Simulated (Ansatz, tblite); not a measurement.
**The cluster Sn₅S₅: a ladder of methods and basis sets**

How do method and basis change the picture of the cluster Sn₅S₅ (singlet)?

Method: as each input shows; program: Ansatz 0.2.0, Gaussian basis.

Plan: GFN1-xTB, GFN2-xTB, PBE-D4/def2-TZVP, r2SCAN-D4/def2-TZVP, BLYP-D4/def2-TZVP, BHLYP-D4/def2-TZVP, PBE-D4/def2-SVP, PBE0-D4/def2-SVP, MP2/def2-SVP.

7 further runs of the same task are left out: 4 that didn't finish, 3 set aside as unsound or not needed. Runs told in other sessions of the task aren't counted.

**1. The geometry**

The geometry is that of the singlet, from an earlier relaxation (PBE0-D4/def2-SVP). At that level it is the lowest of the isomers that a small search found.

10 atoms, charge 0, spin multiplicity 1.

Bond lengths: Sn1–S6 2.629 Å, Sn1–S8 2.530 Å, Sn1–S10 2.629 Å, Sn2–S6 2.632 Å, Sn2–S7 2.611 Å, Sn2–S10 2.632 Å, Sn3–S6 2.581 Å, Sn3–S7 2.624 Å, Sn3–S9 2.627 Å, Sn4–S7 2.624 Å, Sn4–S9 2.627 Å, Sn4–S10 2.581 Å, Sn5–S8 2.387 Å, Sn5–S9 2.541 Å. Angles: S6–Sn1–S8 105.5°, S6–Sn1–S10 87.2°, S8–Sn1–S10 105.4°, S6–Sn2–S7 89.0°, S6–Sn2–S10 87.1°, S7–Sn2–S10 89.0°, S6–Sn3–S7 89.8°, S6–Sn3–S9 102.8°, S7–Sn3–S9 86.0°, S7–Sn4–S9 86.0°, S7–Sn4–S10 89.8°, S9–Sn4–S10 102.9°, S8–Sn5–S9 105.8°, Sn1–S6–Sn2 85.1°, Sn1–S6–Sn3 120.7°, Sn2–S6–Sn3 90.8°, Sn2–S7–Sn3 90.3°, Sn2–S7–Sn4 90.3° and more.

Sn takes a core potential in the def2 sets. No spin-orbit coupling is included.

PBE0-D4/def2-TZVP was run before; its log isn't repeated, and its numbers join the tables.

**2. GFN1-xTB**

Tight binding, by tblite at 300 K electronic temperature and without a spin-polarisation term:

```python
tblite.interface.Calculator('GFN1-xTB', numbers, positions, charge=0, uhf=0).singlepoint()
```

Energy -855.8267 eV, HOMO -9.95 eV, LUMO -7.11 eV; 0.017 s.

**3. GFN2-xTB**

Tight binding, by tblite at 300 K electronic temperature and without a spin-polarisation term:

```python
tblite.interface.Calculator('GFN2-xTB', numbers, positions, charge=0, uhf=0).singlepoint()
```

Energy -743.6660 eV, HOMO -10.75 eV, LUMO -8.10 eV; 0.031 s.

**4. PBE-D4/def2-TZVP**

start.molden holds the orbitals of an earlier run on this state, given as this run's starting guess.

in.yaml

```yaml
crystal:
  periodic: [false, false, false]
  atoms:
    - {symbol: Sn, position_ang: [1.034643, 2.208042, -0.766868]}
    - {symbol: Sn, position_ang: [-1.469284, 0.309832, -2.433880]}
    - {symbol: Sn, position_ang: [0.538817, -2.292047, -0.712016]}
    - {symbol: Sn, position_ang: [-2.139207, -0.387555, 1.148809]}
    - {symbol: Sn, position_ang: [1.975836, -0.013734, 2.848710]}
    - {symbol: S, position_ang: [1.089321, -0.118606, -1.990074]}
    - {symbol: S, position_ang: [-2.022732, -1.827992, -1.041444]}
    - {symbol: S, position_ang: [2.289259, 1.859147, 1.402154]}
    - {symbol: S, position_ang: [0.188055, -1.446731, 1.749898]}
    - {symbol: S, position_ang: [-1.484707, 1.709654, -0.205289]}
basis:
  gaussian: {orbitals: def2-TZVP, initial_orbitals: start.molden}
hamiltonian: {xc: pbe, dispersion: d4}
scf: {omitted_lower_state_checks: [starts]}
output: {orbitals: {seedname: orbitals}}
```

Command:

```
> ansatz run in.yaml --threads 4 --pin off --events-out ev --progress --plain --max-ram 6963MiB
```

Further steps of the session: r2SCAN-D4/def2-TZVP; BLYP-D4/def2-TZVP; BHLYP-D4/def2-TZVP; PBE-D4/def2-SVP; PBE0-D4/def2-SVP; MP2/def2-SVP.

**Question.** What will the summary of the whole plan be? Wanted: gap in def2-TZVP, named functionals, smallest and largest; correlation energy, MP2/def2-SVP; binding an atom, functionals in def2-TZVP; PBE0 total energy, smallest basis above largest.

**Answer**, as computed:

| quantity | value |
| --- | --- |
| gap in def2-TZVP, named functionals, smallest and largest | 1.88 eV (BLYP-D4), 4.68 eV (BHLYP-D4) |
| correlation energy, MP2/def2-SVP | -29.80 eV |
| binding an atom, functionals in def2-TZVP | 3.16 (BHLYP-D4) to 3.51 eV (PBE-D4) |
| PBE0 total energy, smallest basis above largest | 19.29 eV (def2-SVP, def2-TZVP) |

**Reading.** Orbital gaps of the named functionals in def2-TZVP span 1.88 eV (BLYP-D4) to 4.68 eV (BHLYP-D4); exact exchange widens it.
